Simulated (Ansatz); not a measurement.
Write a Python script for Ansatz 0.2.0, Python API that makes a geometry optimisation of CCl₃NSi, SMILES N#C[Si](Cl)(Cl)Cl. Use: r2SCAN, cc-pVDZ basis, multiplicity 1, D4 dispersion.

`ccl3nsi.xyz`
```text
6

N     1.96510   -1.48290    1.02800
C     1.05420   -0.80190    0.56030
Si   -0.34970    0.22550   -0.18120
Cl   -1.73890   -0.90610   -0.97210
Cl    0.32450    1.44460   -1.69000
Cl   -1.21310    1.45690    1.20880
```

The script, `opt.py`:
```python
"""Geometry optimisation of CCl3NSi."""

import itertools
import warnings

import ansatz as az
from ase.data import atomic_numbers, covalent_radii
import numpy as np


def main() -> None:
    warnings.simplefilter("ignore", az.DeckWarning)

    system = az.Crystal.molecule_from_extxyz("ccl3nsi.xyz")

    job = system.calculation()
    job = job.basis(gaussian="cc-pVDZ")
    job = job.functional("r2SCAN", dispersion="d4")
    symbols = [site.symbol for site in system.cartesian_sites]
    start = np.array([site.position_ang for site in system.cartesian_sites], dtype=float)
    def progress(event):
        if event["event"] == "relax_step":
            row = event["data"]
            print(f"step {row['step']:3d}  E = {row['lagrangian_ev']:.6f} eV  largest force component {row['allowed_force_max_ev_ang']:.4f} eV/A")


    data = job.relax(force_tolerance=0.01).session().plan().execute(on_event=progress).report
    end = np.array(data["positions_ang"])

    print("reference energy %16.6f eV" % data["reference_energy_ev"])
    print("total energy     %16.6f eV" % data["free_energy_ev"])
    print("occupied orbitals outside the frozen core (up, down):", data["n_occupied"], " frozen:", data["n_frozen"], " virtual:", data["n_virtual"])

    # pairs closer than 1.2 times the sum of covalent radii, before or after
    radius = [covalent_radii[atomic_numbers[s]] for s in symbols]
    span = lambda where, i, j: np.linalg.norm(where[i] - where[j])
    bonded = [(i, j) for i, j in itertools.combinations(range(len(symbols)), 2) if min(span(start, i, j), span(end, i, j)) < 1.2 * (radius[i] + radius[j])]
    print("pair        before    after (A)")
    for i, j in bonded:
        print(f"{symbols[i]}{i}-{symbols[j]}{j}".ljust(10), f"{span(start, i, j):8.4f} {span(end, i, j):8.4f}")


if __name__ == "__main__":
    main()
```

Output of `python opt.py`:
```text
step   1  E = -47971.763968 eV  largest force component 4.4047 eV/A
step   2  E = -47972.094464 eV  largest force component 0.5111 eV/A
step   3  E = -47972.135312 eV  largest force component 0.1947 eV/A
step   4  E = -47972.137355 eV  largest force component 0.0328 eV/A
step   5  E = -47972.137443 eV  largest force component 0.0014 eV/A
reference energy    -47972.073513 eV
total energy        -47972.137449 eV
occupied orbitals outside the frozen core (up, down): [39, 39]  frozen: 0  virtual: [61, 61]
pair        before    after (A)
N0-C1        1.2297   1.1682
C1-Si2       1.8911   1.8448
Si2-Cl3      1.9585   2.0465
Si2-Cl4      2.0536   2.0466
Si2-Cl5      2.0479   2.0465
```

Notes:
- Total energies depend on the basis set; only differences at equal settings carry meaning.
- The end point is the stationary point reached from this start; no frequency run checks that it is a minimum, and the basis set is modest.
- Total less reference energy is the dispersion correction.
- Timing: 54 s on 1 thread of Arm Neoverse V2, with other jobs on the host, peak memory 0.25 GiB.

(Lines on the test bed's own set-up are left out of the output.)
